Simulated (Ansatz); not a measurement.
**AlH₃SeO (SMILES [OH][AlH][SeH]): single points off equilibrium**

How do the functionals fare away from a minimum? The structure is a structure displaced at random from a GFN2-xTB minimum.

Method: single points in def2-TZVPP; program: Ansatz 0.2.0, Gaussian basis.

Cores are frozen in the correlated methods. Filled d shells of the heavier atoms are correlated.

### 1 The starting structure

SMILES `[OH][AlH][SeH]`, 6 atoms, charge 0, spin multiplicity 1.

Atoms are counted from 1 here; the program's logs count them from 0.

Bond lengths: O1–Al2 1.849 Å, O1–H4 0.852 Å, Al2–Se3 2.230 Å, Al2–H5 1.631 Å, Se3–H6 1.564 Å. Angles: Al2–O1–H4 176.0°, O1–Al2–Se3 119.6°, O1–Al2–H5 120.2°, Se3–Al2–H5 119.8°, Al2–Se3–H6 95.1°.

Coordinates:

```xyz
6
AlH3OSe
O    -0.7510   -0.9524   -0.8525
Al    0.3365    0.4921   -0.4662
Se    0.8695    0.9334    1.6541
H    -1.2807   -1.5834   -1.0702
H     0.7585    1.5393   -1.6431
H     0.1004   -0.2910    2.2490
```

### 2 CCSD(T)/def2-TZVPP

File run/in.yaml:

```yaml
crystal:
  periodic: [false, false, false]
  atoms:
    - {symbol: O, position_ang: [-0.751000, -0.952400, -0.852500]}
    - {symbol: Al, position_ang: [0.336500, 0.492100, -0.466200]}
    - {symbol: Se, position_ang: [0.869500, 0.933400, 1.654100]}
    - {symbol: H, position_ang: [-1.280700, -1.583400, -1.070200]}
    - {symbol: H, position_ang: [0.758500, 1.539300, -1.643100]}
    - {symbol: H, position_ang: [0.100400, -0.291000, 2.249000]}
basis:
  gaussian: {orbitals: def2-TZVPP}
correlation: {method: ccsd_t}
output: {forces: true}
```

The command line of these runs was not kept.

### 3 PBE0-D4/def2-TZVPP

run/in.yaml, as its differences from that of step 2:

```diff
@@ -11,3 +11,3 @@
   gaussian: {orbitals: def2-TZVPP}
-correlation: {method: ccsd_t}
-output: {forces: true}
+hamiltonian: {xc: pbe0, dispersion: d4}
+output: {forces: true, orbitals: {seedname: orbitals}}
```

### 4 wB97M-V/def2-TZVPP

run/in.yaml, as its differences from that of step 3:

```diff
@@ -11,3 +11,3 @@
   gaussian: {orbitals: def2-TZVPP}
-hamiltonian: {xc: pbe0, dispersion: d4}
-output: {forces: true, orbitals: {seedname: orbitals}}
+hamiltonian: {xc: {name: wB97M-V}}
+output: {forces: true}
```

### 5 r2SCAN-D4/def2-TZVPP

run/in.yaml, as its differences from that of step 4:

```diff
@@ -11,3 +11,3 @@
   gaussian: {orbitals: def2-TZVPP}
-hamiltonian: {xc: {name: wB97M-V}}
+hamiltonian: {xc: r2scan, dispersion: d4}
 output: {forces: true}
```

### 6 PBE-D4/def2-TZVPP

run/in.yaml, as its differences from that of step 5:

```diff
@@ -11,3 +11,3 @@
   gaussian: {orbitals: def2-TZVPP}
-hamiltonian: {xc: r2scan, dispersion: d4}
+hamiltonian: {xc: pbe, dispersion: d4}
 output: {forces: true}
```

### 7 wB97X-V/def2-TZVPP

run/in.yaml, as its differences from that of step 6:

```diff
@@ -11,3 +11,3 @@
   gaussian: {orbitals: def2-TZVPP}
-hamiltonian: {xc: pbe, dispersion: d4}
+hamiltonian: {xc: {name: wB97X-V}}
 output: {forces: true}
```

### 8 HSE06-D4/def2-TZVPP

run/in.yaml, as its differences from that of step 7:

```diff
@@ -11,3 +11,3 @@
   gaussian: {orbitals: def2-TZVPP}
-hamiltonian: {xc: {name: wB97X-V}}
+hamiltonian: {xc: hse06, dispersion: d4}
 output: {forces: true}
```

(Steps that only read results are left out.)

Before running it: what results should come out? Wanted: energy less free atoms, CCSD(T)/def2-TZVPP; RMS force component; RMS force error; HOMO and LUMO, PBE0-D4; T1 diagnostic.

The runs gave:

```
                                  quantity                                                                                            value
energy less free atoms, CCSD(T)/def2-TZVPP                                                                                       -17.773 eV
                       RMS force component                                                             3.454 to 3.517 eV/Å over the methods
                           RMS force error  PBE0-D4 0.041, wB97M-V 0.070, r2SCAN-D4 0.041, PBE-D4 0.183, wB97X-V 0.063, HSE06-D4 0.040 eV/Å
                    HOMO and LUMO, PBE0-D4                                                                               -7.60 and -0.93 eV
                             T1 diagnostic                                                                                            0.011
```

What this shows: Against CCSD(T) the functionals' energies less atoms differ by -0.558 to -0.114 eV, PBE-D4 by -0.518 eV. A larger basis would deepen the CCSD(T) value, while the functionals are nearly converged already, so the order here is not reliable. On forces the order runs from HSE06-D4 to PBE-D4.
